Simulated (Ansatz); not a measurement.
# C₃H₆OSSi: up Jacob's ladder to CCSD(T)

How much do the methods differ for C₃H₆OSSi? The plan is to run it at one geometry with functionals of several rungs and with coupled cluster. The yardstick is the atomisation energy at the CCSD(T) limit.

Computed with Ansatz 0.2.0, Gaussian basis. Level: functionals in def2-TZVPP, the program's frozen cores in correlated methods.

Plan: PBE-D4, r2SCAN-D4, PBE0-D4, B3LYP-D4, ωB97X-V, ωB97M-V, B2PLYP; CCSD(T)/def2-TZVPP; MP2/def2-QZVPP; extrapolation to the limit.

### 1 Structure used throughout

An earlier PBE0-D4 in a triple-zeta def2 set relaxation fixed the geometry.

SMILES `C=C1O[Si]1(C)S`, 12 atoms, charge 0, spin multiplicity 1.

Atoms are counted from 1 here; the program's logs count them from 0.

Bond lengths: C1–C2 1.318 Å, C1–H7 1.085 Å, C1–H8 1.081 Å, C2–O3 1.417 Å, C2–Si4 1.775 Å, O3–Si4 1.681 Å, Si4–C5 1.844 Å, Si4–S6 2.109 Å, C5–H9 1.092 Å, C5–H10 1.093 Å, C5–H11 1.091 Å, S6–H12 1.344 Å. Angles: C2–C1–H7 121.2°, C2–C1–H8 119.9°, H7–C1–H8 118.9°, C1–C2–O3 128.8°, C1–C2–Si4 168.7°, O3–C2–Si4 62.4°, C2–O3–Si4 69.3°, C2–Si4–O3 48.3°, C2–Si4–C5 125.7°, C2–Si4–S6 122.6°, O3–Si4–C5 118.1°, O3–Si4–S6 117.9°, C5–Si4–S6 109.7°, Si4–C5–H9 110.9°, Si4–C5–H10 110.3°, Si4–C5–H11 109.5°, H9–C5–H10 108.2°, H9–C5–H11 109.0° and more.

### 2 PBE-D4 (GGA)

in.yaml reads:

```yaml
crystal:
  periodic: [false, false, false]
  atoms:
    - {symbol: C, position_ang: [1.099822, -1.890745, -1.220844]}
    - {symbol: C, position_ang: [0.703442, -0.813462, -0.572381]}
    - {symbol: O, position_ang: [1.440700, 0.014120, 0.310471]}
    - {symbol: Si, position_ang: [-0.124790, 0.596462, 0.118831]}
    - {symbol: C, position_ang: [-1.244368, 0.574314, 1.584334]}
    - {symbol: S, position_ang: [-0.385714, 2.397048, -0.948279]}
    - {symbol: H, position_ang: [2.111374, -2.268746, -1.117831]}
    - {symbol: H, position_ang: [0.409551, -2.414436, -1.868017]}
    - {symbol: H, position_ang: [-2.290116, 0.639631, 1.276491]}
    - {symbol: H, position_ang: [-1.028146, 1.421646, 2.239851]}
    - {symbol: H, position_ang: [-1.095765, -0.350969, 2.143038]}
    - {symbol: H, position_ang: [0.481111, 2.040038, -1.911764]}
basis:
  gaussian: {orbitals: def2-TZVPP}
hamiltonian: {xc: pbe, dispersion: d4}
output: {forces: true, orbitals: {seedname: orbitals}}
```

Run with:

```console
ansatz run in.yaml --threads 4 --pin off --events-out ev --progress --plain --max-ram 10444MiB
```

Further steps of the session: r2SCAN-D4 (meta-GGA); PBE0-D4 (hybrid); B3LYP-D4 (hybrid); ωB97X-V (range-separated); ωB97M-V (range-separated); B2PLYP (double hybrid); CCSD(T) in def2-TZVPP; MP2 in def2-QZVPP.

Before running them: what should the planned runs give, taken together? Wanted: atomisation energy, CCSD(T)/CBS; farthest; mean size of error, hybrid; mean size of error, range-separated; gap, smallest and largest; T1 diagnostic; triples share of the correlation energy.

**Answer**, as computed:

| quantity | value |
| --- | --- |
| atomisation energy, CCSD(T)/CBS | 4729.2 kJ/mol |
| functionals within 23.6 kJ/mol (0.5 %) | B3LYP-D4, ωB97X-V |
| farthest | PBE-D4 (+137.0 kJ/mol) |
| mean size of error, hybrid | 19.5 kJ/mol |
| mean size of error, range-separated | 23.4 kJ/mol |
| gap, smallest and largest | 4.68 eV (PBE-D4), 11.27 eV (ωB97X-V) |
| T1 diagnostic | 0.0138 |
| triples share of the correlation energy | 4.5 % |

**Reading.** PBE-D4 is off by +137.0 kJ/mol. Double hybrids carry the basis error of their MP2 part in triple zeta, and no dispersion term here, so their miss is partly the set-up's. The reference freezes the cores and leaves out relativity and excitations past (T), so misses under about 23.6 kJ/mol can't be ranked. Hartree-Fock recovers 71 % of the binding; the rest is correlation. The gap grows from 4.7 to 11.3 eV across the functionals, mostly with the share of exact exchange.
